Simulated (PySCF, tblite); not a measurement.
# C4H2FO3S−: dynamics, then NMR shifts on frames, part 2 of 2

tblite 0.8.0 and PySCF 2.14.0. Atoms count from 0. Earlier steps stand in the parts before.

## (5) Shielding tensors: 625 fs, PBE0/pcSseg-1

Job settings and geometry (Å):

```
{"job": {"kind": "nmr", "xc": "PBE0", "basis": "pcSseg-1", "pop": false}, "charge": -1, "multiplicity": 1}
C      2.118500    -2.003200    -1.145200
C      1.361100    -1.625500    -0.254600
C      0.416800    -1.099500     0.626200
C      0.702500    -0.304300     1.721400
F      1.976200     0.081900     2.237900
S     -1.327600    -1.422500     0.252300
O     -2.038700    -0.823500     1.411500
O     -1.339500    -2.929600     0.356100
O     -1.573400    -0.867600    -1.053900
H      2.693100    -2.534100    -1.867600
H     -0.112300     0.323500     2.163000
```

Level: GIAO PBE0/pcSseg-1 NMR shielding, non-relativistic, gas phase.

Output:

```text
coarse grid: 11552 points
cycle   1  E = -876.0720542563  dE =  1.987e+00  |g| = 1.399e+00  |ddm| = 3.756e+00
cycle   2  E = -873.7288947409  dE =  2.343e+00  |g| = 3.208e+00  |ddm| = 5.276e+00
cycle   3  E = -876.3063596629  dE = -2.577e+00  |g| = 6.876e-01  |ddm| = 4.677e+00
cycle   4  E = -876.4205271116  dE = -1.142e-01  |g| = 1.975e-01  |ddm| = 8.201e-01
cycle   5  E = -876.4222513528  dE = -1.724e-03  |g| = 1.921e-01  |ddm| = 3.588e-01
cycle   6  E = -876.4303255814  dE = -8.074e-03  |g| = 3.539e-02  |ddm| = 1.542e-01
cycle   7  E = -876.4304745445  dE = -1.490e-04  |g| = 2.643e-02  |ddm| = 4.816e-02
cycle   8  E = -876.4306266759  dE = -1.521e-04  |g| = 4.050e-03  |ddm| = 2.480e-02
cycle   9  E = -876.4306299857  dE = -3.310e-06  |g| = 1.434e-03  |ddm| = 5.338e-03
final grid: 112552 points
cycle  10  E = -876.5256693516  dE = -2.085e-05  |g| = 1.172e-02  |ddm| = 4.259e-02
cycle  11  E = -876.5256308752  dE =  3.848e-05  |g| = 1.848e-02  |ddm| = 3.044e-02
cycle  12  E = -876.5256949403  dE = -6.407e-05  |g| = 2.567e-03  |ddm| = 1.929e-02
cycle  13  E = -876.5256963205  dE = -1.380e-06  |g| = 7.429e-04  |ddm| = 2.835e-03
cycle  14  E = -876.5256964384  dE = -1.179e-07  |g| = 2.374e-04  |ddm| = 6.998e-04
cycle  15  E = -876.5256964507  dE = -1.240e-08  |g| = 8.214e-05  |ddm| = 2.672e-04
cycle  16  E = -876.5256964519  dE = -1.201e-09  |g| = 3.060e-05  |ddm| = 1.070e-04
cycle  17  E = -876.5256964521  dE = -1.983e-10  |g| = 3.056e-06  |ddm| = 3.284e-05
converged SCF energy = -876.5256964521

GIAO shielding tensors (ppm)
atom      isotropic    diamagn.    paramagn.     s11        s22        s33       span
  0 C       90.005     259.363    -169.357     32.708     57.076    180.232    147.523
  1 C       99.451     253.897    -154.446     -5.783      3.060    301.075    306.858
  2 C       53.454     270.941    -217.487    -31.645     63.056    128.952    160.597
  3 C       -0.425     252.159    -252.584    -90.960     32.537     57.146    148.106
  4 F      276.218     474.343    -198.125    166.440    277.717    384.496    218.056
  5 S      175.342    1047.821    -872.479     20.830    227.797    277.399    256.569
  6 O       82.748     403.122    -320.374     34.626     66.594    147.024    112.399
  7 O       36.489     396.478    -359.988    -13.561     20.865    102.163    115.724
  8 O       96.740     404.201    -307.461     54.818     94.583    140.818     86.001
  9 H       27.999      32.044      -4.046     24.466     25.213     34.316      9.849
 10 H       22.771      30.559      -7.788     19.566     20.024     28.722      9.155
```

Run time: 17 s. Hardware: 1 thread of Arm Neoverse V2, shared host; peak memory 0.77 GiB.

Key values: δ C3 187.4, C2 133.5, C0 96.9, C1 87.5, H10 8.95, H9 3.72 ppm.

## (6) NMR shieldings: 800 fs, PBE0/pcSseg-1

Job settings and geometry (Å):

```
{"job": {"kind": "nmr", "xc": "PBE0", "basis": "pcSseg-1", "pop": false}, "charge": -1, "multiplicity": 1}
C      1.781300    -1.609600    -1.531800
C      1.064700    -1.097900    -0.755100
C      0.238100    -0.609600     0.258700
C      0.207300     0.121500     1.398700
F      1.364500     0.813700     1.884800
S     -1.407400    -1.245800    -0.012800
O     -2.359600    -0.109800     0.033300
O     -1.560100    -2.218900     1.130600
O     -1.300800    -2.034600    -1.260200
H      2.349200    -2.249000    -2.222100
H     -0.727100     0.423500     1.874300
```

Level: GIAO PBE0/pcSseg-1 NMR shielding, non-relativistic, gas phase.

Output:

```text
coarse grid: 11552 points
cycle   1  E = -876.0303227002  dE =  2.130e+00  |g| = 1.434e+00  |ddm| = 3.775e+00
cycle   2  E = -873.5774787964  dE =  2.453e+00  |g| = 3.325e+00  |ddm| = 6.486e+00
cycle   3  E = -876.2955173849  dE = -2.718e+00  |g| = 6.557e-01  |ddm| = 5.931e+00
cycle   4  E = -876.4010727645  dE = -1.056e-01  |g| = 1.945e-01  |ddm| = 8.655e-01
cycle   5  E = -876.4033743854  dE = -2.302e-03  |g| = 1.796e-01  |ddm| = 3.525e-01
cycle   6  E = -876.4101795969  dE = -6.805e-03  |g| = 2.449e-02  |ddm| = 1.639e-01
cycle   7  E = -876.4102666506  dE = -8.705e-05  |g| = 1.598e-02  |ddm| = 3.701e-02
cycle   8  E = -876.4103167810  dE = -5.013e-05  |g| = 5.370e-03  |ddm| = 1.965e-02
cycle   9  E = -876.4103227677  dE = -5.987e-06  |g| = 1.306e-03  |ddm| = 5.723e-03
final grid: 112552 points
cycle  10  E = -876.5056699708  dE = -2.359e-05  |g| = 1.128e-02  |ddm| = 4.656e-02
cycle  11  E = -876.5056402799  dE =  2.969e-05  |g| = 1.711e-02  |ddm| = 3.449e-02
cycle  12  E = -876.5056936323  dE = -5.335e-05  |g| = 1.963e-03  |ddm| = 2.179e-02
cycle  13  E = -876.5056943612  dE = -7.289e-07  |g| = 5.111e-04  |ddm| = 2.305e-03
cycle  14  E = -876.5056944060  dE = -4.485e-08  |g| = 2.702e-04  |ddm| = 5.684e-04
cycle  15  E = -876.5056944234  dE = -1.738e-08  |g| = 3.052e-05  |ddm| = 2.341e-04
cycle  16  E = -876.5056944235  dE = -8.276e-11  |g| = 2.592e-05  |ddm| = 5.555e-05
converged SCF energy = -876.5056944235

GIAO shielding tensors (ppm)
atom      isotropic    diamagn.    paramagn.     s11        s22        s33       span
  0 C       84.564     262.894    -178.330     39.580     46.915    167.196    127.616
  1 C      108.383     245.906    -137.523      9.179     15.858    300.111    290.932
  2 C       50.818     268.658    -217.840    -23.994     53.848    122.598    146.592
  3 C        8.879     253.454    -244.575    -86.910     54.002     59.546    146.457
  4 F      266.018     475.842    -209.825    137.921    287.377    372.756    234.835
  5 S      165.661    1047.337    -881.676      5.179    228.577    263.227    258.048
  6 O       71.064     403.966    -332.903     16.907     61.412    134.872    117.965
  7 O        6.646     400.761    -394.115    -68.274      6.990     81.223    149.497
  8 O       79.234     400.667    -321.433     54.765     72.450    110.486     55.722
  9 H       27.046      32.668      -5.622     23.912     24.665     32.563      8.651
 10 H       22.685      29.767      -7.081     18.141     20.691     29.224     11.083
```

It took 17 s on 1 thread of Arm Neoverse V2, shared host; peak memory 0.78 GiB.

This run: δ C3 178.0, C2 136.1, C0 102.4, C1 78.5, H10 9.03, H9 4.67 ppm.

## (7) Nuclear shieldings: 1000 fs, PBE0/pcSseg-1

Job settings and geometry (Å):

```
{"job": {"kind": "nmr", "xc": "PBE0", "basis": "pcSseg-1", "pop": false}, "charge": -1, "multiplicity": 1}
C      1.361700    -1.184800    -2.199000
C      0.909000    -0.938200    -1.136400
C      0.252300    -0.766000    -0.018300
C      0.561400    -0.119100     1.065800
F      1.781600     0.494100     1.198900
S     -1.537800    -1.005300    -0.202200
O     -1.888700     0.232100    -0.811000
O     -2.089000    -1.133700     1.173800
O     -1.684100    -2.161400    -0.941900
H      1.593700    -1.246700    -3.275400
H      0.023100    -0.268300     1.974600
```

With the program's defaults for keys left out, this is: GIAO PBE0/pcSseg-1 NMR shielding, non-relativistic, gas phase.

Output:

```text
coarse grid: 11552 points
cycle   1  E = -876.0672924710  dE =  2.667e+00  |g| = 1.377e+00  |ddm| = 3.878e+00
cycle   2  E = -875.2547461146  dE =  8.125e-01  |g| = 2.415e+00  |ddm| = 5.016e+00
cycle   3  E = -876.3725898620  dE = -1.118e+00  |g| = 3.560e-01  |ddm| = 4.098e+00
cycle   4  E = -876.3999744195  dE = -2.738e-02  |g| = 1.546e-01  |ddm| = 6.817e-01
cycle   5  E = -876.4033083504  dE = -3.334e-03  |g| = 9.237e-02  |ddm| = 1.852e-01
cycle   6  E = -876.4052081713  dE = -1.900e-03  |g| = 1.966e-02  |ddm| = 8.053e-02
cycle   7  E = -876.4052773516  dE = -6.918e-05  |g| = 9.940e-03  |ddm| = 2.602e-02
cycle   8  E = -876.4052976153  dE = -2.026e-05  |g| = 1.898e-03  |ddm| = 1.022e-02
cycle   9  E = -876.4052984951  dE = -8.799e-07  |g| = 5.335e-04  |ddm| = 3.210e-03
final grid: 112552 points
cycle  10  E = -876.5004996204  dE = -2.395e-05  |g| = 1.052e-02  |ddm| = 4.984e-02
cycle  11  E = -876.5004765433  dE =  2.308e-05  |g| = 1.541e-02  |ddm| = 3.116e-02
cycle  12  E = -876.5005196456  dE = -4.310e-05  |g| = 2.137e-03  |ddm| = 1.987e-02
cycle  13  E = -876.5005205392  dE = -8.936e-07  |g| = 5.696e-04  |ddm| = 2.505e-03
cycle  14  E = -876.5005206064  dE = -6.717e-08  |g| = 2.072e-04  |ddm| = 6.093e-04
cycle  15  E = -876.5005206161  dE = -9.735e-09  |g| = 4.708e-05  |ddm| = 2.212e-04
cycle  16  E = -876.5005206165  dE = -3.540e-10  |g| = 2.527e-05  |ddm| = 6.723e-05
converged SCF energy = -876.5005206165

GIAO shielding tensors (ppm)
atom      isotropic    diamagn.    paramagn.     s11        s22        s33       span
  0 C       86.173     267.546    -181.373     36.805     54.810    166.905    130.100
  1 C      104.589     250.496    -145.907      5.316      6.226    302.223    296.907
  2 C       60.543     271.541    -210.998    -22.297     66.905    137.023    159.320
  3 C       22.916     250.744    -227.828    -71.622     67.452     72.918    144.539
  4 F      290.543     475.123    -184.580    178.233    280.001    413.393    235.160
  5 S      213.691    1050.245    -836.554     81.186    261.230    298.657    217.471
  6 O       78.130     406.201    -328.071      6.784     87.869    139.738    132.954
  7 O      101.661     404.315    -302.654     35.255     81.654    188.074    152.819
  8 O      151.804     397.993    -246.189    123.345    143.668    188.399     65.054
  9 H       26.871      33.257      -6.385     23.784     24.594     32.237      8.453
 10 H       23.740      31.842      -8.102     20.674     21.248     29.297      8.623
```

It took 17 s on 1 thread of Arm Neoverse V2, shared host; peak memory 0.77 GiB.

This run: δ C3 164.0, C2 126.4, C0 100.8, C1 82.3, H10 7.98, H9 4.85 ppm.

## (8) Comparing the runs: NMR shifts

Shifts (ppm) of some atoms, chosen among heavy atoms and hydrogens apart, with basis size and wall time:

| frame | H10 | H9 | F4 | S5 | O7 | O6 | O8 | functions | time |
| --- | --- | --- | --- | --- | --- | --- | --- | --- | --- |
| 250 fs | 8.24 | 1.59 | -134.7 | 299 | 256.2 | 233.5 | 222.5 | 170 | 16 s |
| 425 fs | 8.93 | 4.46 | -89.1 | 355 | 293.0 | 301.7 | 292.7 | 170 | 16 s |
| 625 fs | 8.95 | 3.72 | -105.3 | 328 | 299.6 | 253.3 | 239.3 | 170 | 17 s |
| 800 fs | 9.03 | 4.67 | -95.1 | 338 | 329.4 | 265.0 | 256.8 | 170 | 17 s |
| 1000 fs | 7.98 | 4.85 | -119.6 | 290 | 234.4 | 257.9 | 184.3 | 170 | 17 s |

## (9) Summary of results

What follows sums up all 2 parts.

| quantity | value |
| --- | --- |
| thermostat | 600 K |
| mean temperature, second half | 622 K |
| mean potential energy above the minimum | 0.67 eV |
| 13C shifts against TMS (PBE0/pcSseg-1, 250 fs) | 167.3, 111.6, 93.9, 91.6 ppm |
| 1H shifts against TMS (PBE0/pcSseg-1, 250 fs) | 8.24, 1.59 ppm |
| 19F shifts against CFCl3 (PBE0/pcSseg-1, 250 fs) | -134.7 ppm |
| 33S shifts against CS2 (PBE0/pcSseg-1, 250 fs) | 299 ppm |
| 17O shifts against H2O (PBE0/pcSseg-1, 250 fs) | 256.2, 233.5, 222.5 ppm |
| range of the shift of O8 | 184.3 to 292.7 ppm |

In the second half the potential energy averages 0.67 eV above the minimum; equipartition over 27 harmonic modes at 600 K would give 0.70 eV. With 11 atoms the temperature swings widely (283 to 909 K). Shifts at one fixed geometry are not the observed spectrum, which averages over the motion. In the first frame run (250 fs): The largest span, 312 ppm, is at C1, where the paramagnetic term is -159 ppm. In ppm, O8 moves most: its shift spreads over 108.4 ppm, from 184.3 (1000 fs) to 292.7 (425 fs).
